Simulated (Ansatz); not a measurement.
A run of Ansatz 0.2.0 is set up as follows.

File input.yaml:

```yaml
crystal:
  lattice:
    - [-2.265394, 2.265394, 5.19702]
    - [2.265394, -2.265394, 5.19702]
    - [2.265394, 2.265394, -5.19702]
  atoms:
    - { symbol: "Y", position: [0.5, 0.5, 0.0] }
    - { symbol: "Y", position: [0.25, 0.75, 0.5] }
    - { symbol: "Y", position: [0.75, 0.25, 0.5] }
    - { symbol: Ge, position: [0.0, 0.0, 0.0] }
hamiltonian:
  xc: pbe
  pseudopotentials: { kind: nc, accuracy: stringent }
kpoints:
  mp_grid: { grid: [8, 8, 8] }
  band_path:
    path:
      - [[0.0, 0.0, 0.0], [0.0, 0.0, 0.5], [-0.0950054939, 0.0950054939, 0.5], [-0.2975027469, 0.2975027469, 0.2975027469], [0.0, 0.0, 0.0], [0.5, 0.5, -0.5], [0.2975027469, 0.7024972531, -0.2975027469], [0.0, 0.5, 0.0], [0.25, 0.25, 0.25], [0.5, 0.5, -0.0950054939], [0.5, 0.5, -0.5]]
      - [[0.0, 0.0, 0.5], [0.25, 0.25, 0.25]]
    npoints: 14
scf:
  occupations: { method: fermi_dirac, width: 0.05 }
  n_extra_bands: 10
output:
  forces: true
  stress: true
  eigenvalues: true
  fatbands: false
```

Potentials or basis: PseudoDojo stringent (PBE files).

Run with:

```console
$ ansatz run input.yaml --threads 2 --pin off --max-ram 5632MiB --backend cpu --events-out ev --progress --plain --runs-dir out
```

Question: Predict the pressure.

Answer: -0.2 GPa.

Question: What does it give for the band gap on the k mesh?

Answer: None (metal or under the smearing width).

Levels at the corners of the path, in eV from the Fermi level:
```csv
point,band 24,band 25,band 26,band 27,band 28,band 29,band 30,band 31
Γ,-2.25,-1.17,-1.17,-0.50,-0.14,0.18,0.74,1.26
X,-1.86,-1.62,-1.48,-1.27,0.17,0.66,0.90,1.17
Y,-2.32,-1.96,-1.07,-1.03,0.42,0.56,0.78,1.16
S,-2.93,-1.38,-1.04,-0.38,0.07,1.08,1.32,1.56
Γ,-2.25,-1.17,-1.17,-0.50,-0.14,0.18,0.74,1.26
Z,-2.09,-0.89,-0.57,-0.57,-0.26,-0.10,-0.10,0.34
S1,-2.93,-1.38,-1.04,-0.38,0.07,1.08,1.32,1.56
N,-2.41,-1.55,-0.82,-0.55,0.43,1.06,1.54,1.57
P,-2.42,-2.05,-0.89,-0.45,-0.45,0.32,1.10,1.10
Y1,-2.32,-1.96,-1.07,-1.03,0.42,0.56,0.78,1.16
Z,-2.09,-0.89,-0.57,-0.57,-0.26,-0.10,-0.10,0.34
X,-1.86,-1.62,-1.48,-1.27,0.17,0.66,0.90,1.17
P,-2.42,-2.05,-0.89,-0.45,-0.45,0.32,1.10,1.10
```
